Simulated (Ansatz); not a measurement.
# CH₅GaOSi: up Jacob's ladder to CCSD(T)

An exercise on one series of results from a longer session: the logs are not shown, and one member is left open.

Method: functionals in def2-TZVPP, the program's frozen cores in correlated methods; program: Ansatz 0.2.0, Gaussian basis.

Plan: PBE-D4, r2SCAN-D4, PBE0-D4, B3LYP-D4, ωB97X-V, ωB97M-V, B2PLYP; CCSD(T)/def2-TZVPP; MP2/def2-QZVPP; extrapolation to the limit.

### The relaxed structure

All runs share one geometry, relaxed beforehand with PBE0-D4 in a triple-zeta def2 set.

9 atoms, charge 0, spin multiplicity 1.

Atoms are counted from 1 here; the program's logs count them from 0.

Bond lengths: C1–Si2 1.842 Å, C1–H5 1.092 Å, C1–H6 1.091 Å, C1–H7 1.096 Å, Si2–O3 1.536 Å, Si2–H8 1.481 Å, O3–Ga4 2.064 Å, Ga4–H9 1.674 Å. Angles: Si2–C1–H5 111.0°, Si2–C1–H6 110.8°, Si2–C1–H7 109.1°, H5–C1–H6 109.9°, H5–C1–H7 107.9°, H6–C1–H7 108.2°, C1–Si2–O3 123.6°, C1–Si2–H8 115.6°, O3–Si2–H8 120.1°, Si2–O3–Ga4 160.7°, O3–Ga4–H9 90.9°.

The first run:

Contents of in.yaml:

```yaml
crystal:
  periodic: [false, false, false]
  atoms:
    - {symbol: C, position_ang: [-0.210363, 1.621658, -0.017440]}
    - {symbol: Si, position_ang: [-0.774367, -0.121228, 0.171208]}
    - {symbol: O, position_ang: [0.149191, -1.336782, 0.000094]}
    - {symbol: Ga, position_ang: [1.430435, -2.703184, -0.866672]}
    - {symbol: H, position_ang: [-0.824932, 2.298743, 0.580084]}
    - {symbol: H, position_ang: [0.837420, 1.722343, 0.268314]}
    - {symbol: H, position_ang: [-0.308046, 1.918113, -1.068323]}
    - {symbol: H, position_ang: [-2.239402, -0.311133, 0.279279]}
    - {symbol: H, position_ang: [2.028463, -3.134630, 0.636456]}
basis:
  gaussian: {orbitals: def2-TZVPP}
hamiltonian: {xc: pbe, dispersion: d4}
output: {forces: true, orbitals: {seedname: orbitals}}
```

Launch:

```sh
ansatz run in.yaml --threads 4 --pin off --events-out ev --progress --plain --max-ram 10444MiB
```

Among the steps run: PBE-D4 (GGA); r2SCAN-D4 (meta-GGA); PBE0-D4 (hybrid); B3LYP-D4 (hybrid); ωB97X-V (range-separated); ωB97M-V (range-separated); B2PLYP (double hybrid); CCSD(T) in def2-TZVPP; MP2 in def2-QZVPP.

One of the session's tables, all rows but one given; the rest of the session is left out.

```
            method  atomisation energy (eV)
            PBE-D4                   30.551
         r2SCAN-D4                   30.282
           PBE0-D4                   29.834
          B3LYP-D4                   30.134
           ωB97X-V                   30.083
           ωB97M-V                   30.091
            B2PLYP                   29.767
     HF/def2-TZVPP                   21.431
    MP2/def2-TZVPP                   29.696
   CCSD/def2-TZVPP                   28.837
CCSD(T)/def2-TZVPP                   29.319
           MP2/CBS                        ?
       CCSD(T)/CBS                   30.122
```

**Question.** Estimate the row for MP2/CBS.

The run gave: atomisation energy (eV): 30.499. In the column «atomisation energy (eV)» it lies between r2SCAN-D4 (30.282) and PBE-D4 (30.551).

Limits of these values: Free atoms (1 C, 1 Si, 1 O, 1 Ga, 5 H) were run apart at each level; the atomisation energy is their sum less the molecule, without zero-point or spin-orbit terms.
